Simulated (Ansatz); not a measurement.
# HfN: the cost of one run

Computed with Ansatz 0.2.0 (DFT PBEsol, scalar-relativistic, plane waves, PAW, unless a step's input says otherwise).

3 further runs of the same task are left out: 3 set aside as unsound or not needed.

## (1) The system as given

Symmetry: Fm-3m, No. 225, cubic system. Conventional cell: a = 4.502 Å, b = 4.502 Å, c = 4.502 Å, α = 90.00°, β = 90.00°, γ = 90.00°. Hf (site symmetry m-3m) is surrounded by 6 N at 2.25 Å. N (site symmetry m-3m) has 6 Hf at 2.25 Å as nearest neighbours.

As a file:

```xyz
2
Lattice="0.0000 2.2512 2.2512 2.2512 0.0000 2.2512 2.2512 2.2512 0.0000" Properties=species:S:1:pos:R:3 pbc="T T T"
Hf    0.0000    0.0000    0.0000
N     2.2512    2.2512    2.2512
```

It is the result of an earlier relaxation at this level (volume 11.41 Å³/atom; gap on the mesh: none (metal)).

## (2) The cell under 40 GPa

At a set pressure the run lowers the enthalpy E + PV, so the energy alone may rise along the way.

input.yaml

```yaml
crystal:
  lattice:
    - [0.0, 2.2511619679, 2.2511619679]
    - [2.2511619679, 0.0, 2.2511619679]
    - [2.2511619679, 2.2511619679, 0.0]
  atoms:
    - { symbol: Hf, position: [0.0, 0.0, 0.0] }
    - { symbol: "N", position: [0.5, 0.5, 0.5] }
basis:
  ecutwfc: 420
kpoints:
  mp_grid: { grid: [16, 16, 16] }
hamiltonian:
  xc: pbesol
scf:
  occupations: { method: fermi_dirac, width: 0.15 }
output:
  forces: true
  stress: true
  eigenvalues: true
relax:
  adjacent_minimum: "off"
  f_tol: 0.001
  max_steps: 60
  cell: { stress_tol: 0.02, p_target: 40.0 }
```

Launch:

```
> ansatz run input.yaml --threads 1 --pin off --max-ram 3072MiB --backend cpu --events-out ev --progress --plain --runs-dir out
```

Q: Estimate wall time and peak memory on 1 thread of Arm Neoverse V1, shared host.

About 34 s, with a peak of 0.36 GiB.
